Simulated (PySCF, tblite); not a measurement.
# C6H12B2FN: geometry, infrared bands and NMR shifts

What infrared bands and NMR shifts should C6H12B2FN (`BN(B(F)C1CC1)C1CC1`) show?

The runs use tblite 0.8.0 and PySCF 2.14.0, with density-fitted response routines of our own; the level of theory stands in each step. All values are computed, except where a source is named. Atoms are numbered from 0 throughout.

### 1 Starting geometry

22 atoms, charge 0, multiplicity 1; geometry from: force field or distance geometry start.

Bonds of the start (Å): B0–N1 1.54, N1–B2 1.52, B2–F3 1.45, B2–C4 1.59, C4–C5 1.49, C5–C6 1.50, N1–C7 1.45, C7–C8 1.49, C8–C9 1.52, C6–C4 1.53, C9–C7 1.50, B0–H10 1.18, B0–H11 1.19, C4–H12 1.11, C5–H13 1.12, C5–H14 1.10, C6–H15 1.12, C6–H16 1.11, C7–H17 1.13, C8–H18 1.12, C8–H19 1.10, C9–H20 1.11, C9–H21 1.10.

### 2 Relaxing the molecule with GFN2-xTB

The job: settings as JSON, then the geometry in Å.

```
{"job": {"kind": "relax", "xc": "GFN2-xTB", "basis": "xTB"}, "charge": 0, "multiplicity": 1}
B      1.179300     1.320200     1.186000
N      0.549900     0.712900    -0.077700
B     -0.648800    -0.084900     0.394700
F     -0.445000    -0.914900     1.564400
C     -2.154700     0.377100     0.214200
C     -2.978700     0.030000    -0.980000
C     -3.089000    -0.833100     0.245700
C      1.466200    -0.221300    -0.691100
C      2.812400     0.186000    -1.191800
C      2.685400    -0.713900     0.031700
H      2.230200     1.853600     1.159200
H      0.462600     1.597500     2.096300
H     -2.462300     1.151200     0.954000
H     -3.879100     0.674400    -1.133600
H     -2.512700    -0.407600    -1.879500
H     -3.974400    -0.779500     0.927600
H     -2.603100    -1.835300     0.221200
H      0.947000    -0.973400    -1.347400
H      3.199100     1.219200    -0.975900
H      3.319000    -0.335100    -2.018200
H      3.028900    -0.211300     0.955100
H      2.857300    -1.792500    -0.056600
```

On the command line:

```console
$ OMP_NUM_THREADS=1 python probes_run.py task.json out
```

One launch serves the whole session: the jobs run in the order shown.

**Question.** This job is followed by: GFN2-xTB harmonic vibrations, gas phase; GIAO PBE0/pcSseg-1 NMR shielding, non-relativistic, gas phase. What will the session give for the following? strongest single infrared mode (GFN2-xTB); zero-point energy (GFN2-xTB); 13C shifts against TMS (PBE0/pcSseg-1, means over atoms taken as alike); 1H shifts against TMS (PBE0/pcSseg-1, means over atoms taken as alike); 11B shifts against BF3·OEt2 (PBE0/pcSseg-1); 15N shifts against NH3 (PBE0/pcSseg-1); 19F shifts against CFCl3 (PBE0/pcSseg-1).

The runs gave:

```
                                                               quantity                                         value
                              strongest single infrared mode (GFN2-xTB)                         1394 cm⁻¹, 184 km/mol
                                           zero-point energy (GFN2-xTB)                                111.3 kcal/mol
13C shifts against TMS (PBE0/pcSseg-1, means over atoms taken as alike)                     28.7, 12.1, 7.8, -0.8 ppm
 1H shifts against TMS (PBE0/pcSseg-1, means over atoms taken as alike)  5.34, 3.48, 0.76, 0.73, 0.71, 0.66, 0.56 ppm
                            11B shifts against BF3·OEt2 (PBE0/pcSseg-1)                                44.2, 37.0 ppm
                                 15N shifts against NH3 (PBE0/pcSseg-1)                                     188.3 ppm
                               19F shifts against CFCl3 (PBE0/pcSseg-1)                                    -104.4 ppm
```

In words: Relaxing lowered the energy by 2.459 eV in 148 steps; the close pair that moved most is B0–N1, from 1.537 to 1.410 Å. No mode is imaginary among the 60: a minimum at this level. The strongest single mode, at 1394 cm⁻¹, has its largest shares on H17, C7 and N1 (the list is cut at 3 atoms). GFN2-xTB is a fitted tight-binding method: band positions and strengths are rough. Its intensities can rank the bands wrongly. At PBE0/pcSseg-1: The largest span, 331 ppm, is at F3, where the paramagnetic term is -198 ppm.
